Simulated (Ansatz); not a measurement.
**Cu: a strain scan**

Aim: for Cu, strain the cell along the Voigt pattern (1, -1, 0, 0, 0, 0).

Program: Ansatz 0.2.0. Level of theory: DFT r2SCAN, scalar-relativistic, plane waves, PAW. These are calculated values, not measurements.

### Step 1. The starting structure

It takes space group Fm-3m (No. 225, cubic). Conventional cell: a = 3.615 Å, b = 3.615 Å, c = 3.615 Å, α = 90.00°, β = 90.00°, γ = 90.00°. Cu (site symmetry m-3m) has 12 Cu at 2.56 Å in its first shell of neighbours.

Coordinates:

```cif
data_structure
_symmetry_space_group_name_H-M 'Fm-3m'
_symmetry_Int_Tables_number 225
_cell_length_a 3.6150
_cell_length_b 3.6150
_cell_length_c 3.6150
_cell_angle_alpha 90.000
_cell_angle_beta 90.000
_cell_angle_gamma 90.000
_cell_volume 47.24
loop_
_atom_site_label
_atom_site_type_symbol
_atom_site_symmetry_multiplicity
_atom_site_Wyckoff_symbol
_atom_site_fract_x
_atom_site_fract_y
_atom_site_fract_z
_atom_site_occupancy
Cu1 Cu 4 a 0.00000 0.00000 0.00000 1
```

No relaxation comes first: the listed cell is the starting point.

### Step 2. The reference cell

The reference gives a free energy of -6631.2347 eV, pressure -4.80 GPa, largest force 0.000 eV/Å and gap on the mesh none (metal). It was computed beforehand with the settings of the runs below.

### Step 3. The scan: a strain scan

The cell is strained by ε times the Voigt pattern (1, -1, 0, 0, 0, 0) (xx, yy, zz, yz, xz, xy; engineering shear), with fractional coordinates fixed (clamped ions). The stress on the pattern is the sum of the stress components weighted by it, tension positive.

### Step 4. ε = -0.1500

input.yaml reads:

```yaml
crystal:
  lattice:
    - [0.0, 2.078625, 1.8075]
    - [1.536375, 0.0, 1.8075]
    - [1.536375, 2.078625, 0.0]
  atoms:
    - { symbol: Cu, position: [0.0, 0.0, 0.0] }
basis:
  ecutwfc: 500
kpoints:
  mp_grid: { grid: [22, 22, 22] }
hamiltonian:
  xc: r2scan
scf:
  occupations: { method: gaussian, width: 0.15 }
output:
  forces: true
  stress: true
  eigenvalues: true
```

Launch:

```bash
> ansatz run input.yaml --threads 1 --pin off --max-ram 2560MiB --backend cpu --events-out ev --progress --plain --runs-dir out
```

### Step 5. At ε = 0.1125

input.yaml: that of step 4 with these lines changed.

```diff
@@ -2,5 +2,5 @@
   lattice:
-    - [0.0, 2.078625, 1.8075]
-    - [1.536375, 0.0, 1.8075]
-    - [1.536375, 2.078625, 0.0]
+    - [0.0, 1.60415625, 1.8075]
+    - [2.01084375, 0.0, 1.8075]
+    - [2.01084375, 1.60415625, 0.0]
   atoms:
```

### Step 6. ε = -0.0750

input.yaml: that of step 5 with these lines changed.

```diff
@@ -2,5 +2,5 @@
   lattice:
-    - [0.0, 1.60415625, 1.8075]
-    - [2.01084375, 0.0, 1.8075]
-    - [2.01084375, 1.60415625, 0.0]
+    - [0.0, 1.9430625, 1.8075]
+    - [1.6719375, 0.0, 1.8075]
+    - [1.6719375, 1.9430625, 0.0]
   atoms:
```

### Step 7. ε = 0.0375

input.yaml: that of step 6 with these lines changed.

```diff
@@ -2,5 +2,5 @@
   lattice:
-    - [0.0, 1.9430625, 1.8075]
-    - [1.6719375, 0.0, 1.8075]
-    - [1.6719375, 1.9430625, 0.0]
+    - [0.0, 1.73971875, 1.8075]
+    - [1.87528125, 0.0, 1.8075]
+    - [1.87528125, 1.73971875, 0.0]
   atoms:
```

### Step 8. Point ε = 0.1312

input.yaml: that of step 7 with these lines changed.

```diff
@@ -2,5 +2,5 @@
   lattice:
-    - [0.0, 1.73971875, 1.8075]
-    - [1.87528125, 0.0, 1.8075]
-    - [1.87528125, 1.73971875, 0.0]
+    - [0.0, 1.570356, 1.8075]
+    - [2.044644, 0.0, 1.8075]
+    - [2.044644, 1.570356, 0.0]
   atoms:
```

### Step 9. ε = 0.0937

input.yaml: that of step 8 with these lines changed.

```diff
@@ -2,5 +2,5 @@
   lattice:
-    - [0.0, 1.570356, 1.8075]
-    - [2.044644, 0.0, 1.8075]
-    - [2.044644, 1.570356, 0.0]
+    - [0.0, 1.63813725, 1.8075]
+    - [1.97686275, 0.0, 1.8075]
+    - [1.97686275, 1.63813725, 0.0]
   atoms:
@@ -19 +19,5 @@
   eigenvalues: true
+  write_density: true
+  write_potential: true
+  elf: true
+  volumetric_format: npy
```

### Step 10. ε = 0.0562

input.yaml reads:

```yaml
crystal:
  lattice:
    - [0.0, 1.7059185, 1.8075]
    - [1.9090815, 0.0, 1.8075]
    - [1.9090815, 1.7059185, 0.0]
  atoms:
    - { symbol: Cu, position: [0.0, 0.0, 0.0] }
basis:
  ecutwfc: 500
kpoints:
  mp_grid: { grid: [22, 22, 22] }
hamiltonian:
  xc: r2scan
scf:
  occupations: { method: gaussian, width: 0.15 }
output:
  forces: true
  stress: true
  eigenvalues: true
```

### Step 11. At ε = 0.0187

input.yaml: that of step 10 with these lines changed.

```diff
@@ -2,5 +2,5 @@
   lattice:
-    - [0.0, 1.7059185, 1.8075]
-    - [1.9090815, 0.0, 1.8075]
-    - [1.9090815, 1.7059185, 0.0]
+    - [0.0, 1.77369975, 1.8075]
+    - [1.84130025, 0.0, 1.8075]
+    - [1.84130025, 1.77369975, 0.0]
   atoms:
```

(Steps that only read results are left out.)

What does the calculation give? Wanted: slope of the stress at ε = 0, from the points at -0.0750, 0 and 0.0187.

As calculated:

| quantity | value |
| --- | --- |
| slope of the stress at ε = 0, from the points at -0.0750, 0 and 0.0187 | 113 GPa |

From the stress slope, C11 + C22 − 2 C12 is about 113 GPa with the ions clamped. The step is wide, so higher orders mix in. The reference stands under -4.8 GPa, so this is no zero-stress constant. The undisturbed cell stays the lowest of the sampled points.
